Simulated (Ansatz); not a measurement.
The system is Cd3Se.

```xyz
4
Lattice="-2.0410 2.0410 6.0871 2.0410 -2.0410 6.0871 2.0410 2.0410 -6.0871" Properties=species:S:1:pos:R:3 pbc="T T T"
Cd    0.0000    0.0000    6.0871
Cd    2.0410    0.0000    3.0435
Cd    0.0000    2.0410    3.0435
Se    0.0000    0.0000    0.0000
```

The cell comes from a database or a generator and needn't be the stable form of this composition.

- Program: Ansatz 0.2.0
- Task: relaxation of cell and atoms
- Functional: PBEsol
- Dispersion: D3(BJ)
- Potentials or basis: Ansatz PAW
- Cutoff: 420 eV (not typed: the program's choice for these potentials)
- k mesh: 9 × 9 × 9
- Occupations: fermi-dirac, width 0.05 eV
- Spin: no spin polarisation

At the start: volume 25.36 Å³/atom.

Q: Where does the relaxation end?

A: It ends after 6 steps and the volume is 21.64 Å³/atom (-14.7 %); space group I4/mmm (No. 139, to 0.05 Å).

The path:
```csv
step,energy change (eV),largest force (eV/Å),volume (Å³)
1,0.0000,0.0000,101.42
2,-0.2913,0.0000,88.34
3,-0.3045,0.0000,86.19
4,-0.3049,0.0000,86.65
5,-0.3050,0.0000,86.54
6,-0.3021,0.0000,86.54
```

Final structure:
```
Cd Se
1.0
    -1.96318    1.96318    5.61377
     1.96318   -1.96318    5.61377
     1.96318    1.96318   -5.61377
Cd Se
3 1
Cartesian
  0.0000 0.0000 5.6138
  1.9632 0.0000 2.8069
  0.0000 1.9632 2.8069
  0.0000 0.0000 0.0000
```

Caveat: the plane-wave basis is chosen anew once the cell has moved, so the energies of steps on either side of that aren't comparable; pairwise dispersion overbinds metals, which lowers pressure and volume; the PAW data sets come from PBE, with cores solved anew for the run's functional, which leaves a small shift of forces and pressure.
